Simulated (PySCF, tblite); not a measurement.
# C7H15AlO: geometry, infrared bands and NMR shifts

What infrared bands and NMR shifts should C7H15AlO (`CCC/C(OC)=[C](/C)[AlH2]`) show?

Programs: tblite 0.8.0 and PySCF 2.14.0, with density-fitted response routines of our own. Each step states its level of theory. These are calculated values for one molecule in the gas phase, unless marked as measured. Atoms count from 0, in the outputs and in this text.

## 1. Starting geometry

24 atoms, charge 0, multiplicity 1; geometry from: force field or distance geometry start.

Bonds of the start (Å): C0–C1 1.54, C1–C2 1.52, C2–C3 1.53, C3–O4 1.40, O4–C5 1.42, C3–C6 1.35, C6–C7 1.50, C6–Al8 2.02, C0–H9 1.11, C0–H10 1.10, C0–H11 1.11, C1–H12 1.12, C1–H13 1.11, C2–H14 1.11, C2–H15 1.10, C5–H16 1.11, C5–H17 1.11, C5–H18 1.12, C7–H19 1.11, C7–H20 1.11, C7–H21 1.11, Al8–H22 1.59, Al8–H23 1.59.

## 2. Optimising the geometry with GFN2-xTB

What the job is given:

```
{"job": {"kind": "relax", "xc": "GFN2-xTB", "basis": "xTB"}, "charge": 0, "multiplicity": 1}
C      2.746200    -1.113600     0.954700
C      1.322700    -0.524100     0.964200
C      0.886100    -0.127400    -0.431500
C     -0.532400     0.452000    -0.419200
O     -0.737800     1.827700    -0.260200
C      0.292300     2.804400    -0.192900
C     -1.623800    -0.346200    -0.492600
C     -2.991600     0.270200    -0.443200
Al    -1.577800    -2.357200    -0.618600
H      2.767200    -2.019300     0.319900
H      3.456800    -0.362500     0.566700
H      3.033300    -1.395700     1.988700
H      0.628100    -1.287100     1.402200
H      1.317300     0.357200     1.641000
H      1.583500     0.630800    -0.844100
H      0.938000    -0.989900    -1.112100
H     -0.158600     3.805200    -0.020200
H      0.865000     2.830200    -1.142900
H      0.976500     2.585900     0.664200
H     -3.789900    -0.490900    -0.591100
H     -3.100600     1.032700    -1.246400
H     -3.162000     0.753500     0.539400
H     -2.947300    -3.162300    -0.675700
H     -0.202900    -3.153800    -0.600200
```

Command:

```console
> OMP_NUM_THREADS=1 python probes_run.py task.json out
```

The driver reads the jobs from task.json and runs them one after another.

**Question.** This job is followed by: GFN2-xTB harmonic vibrations, gas phase; GIAO PBE0/pcSseg-1 NMR shielding, non-relativistic, gas phase. What will the session give for the following? strongest single infrared mode (GFN2-xTB); zero-point energy (GFN2-xTB); 13C shifts against TMS (PBE0/pcSseg-1); 1H shifts against TMS (PBE0/pcSseg-1, means over atoms taken as alike); 17O shifts against H2O (PBE0/pcSseg-1); 27Al shifts against AlH4- (PBE0/pcSseg-1).

The runs gave:

```
                                                              quantity                                           value
                             strongest single infrared mode (GFN2-xTB)                            800 cm⁻¹, 485 km/mol
                                          zero-point energy (GFN2-xTB)                                  122.8 kcal/mol
                                13C shifts against TMS (PBE0/pcSseg-1)  180.7, 125.4, 55.9, 39.6, 37.9, 17.7, 16.1 ppm
1H shifts against TMS (PBE0/pcSseg-1, means over atoms taken as alike)          5.45, 3.90, 2.63, 2.07, 1.60, 1.05 ppm
                                17O shifts against H2O (PBE0/pcSseg-1)                                       129.2 ppm
                             27Al shifts against AlH4- (PBE0/pcSseg-1)                                       199.1 ppm
```

**Reading.** Over 55 steps the energy fell by 0.246 eV; of the close pairs, C6–Al8 changed most, 2.015 to 1.970 Å. All 66 modes are real, so the xTB geometry is a minimum. The strongest single mode, at 800 cm⁻¹, moves mainly H23 and H22. Unscaled tight-binding wavenumbers are off by several per cent, some by more. Its intensities can rank the bands wrongly. The most deshielded carbon is C3 (alkene carbon bearing oxygen), at 180.7 ppm: an sp2 carbon further deshielded by the attached heteroatom. At PBE0/pcSseg-1: The largest span, 217 ppm, is at O4, where the paramagnetic term is -190 ppm.
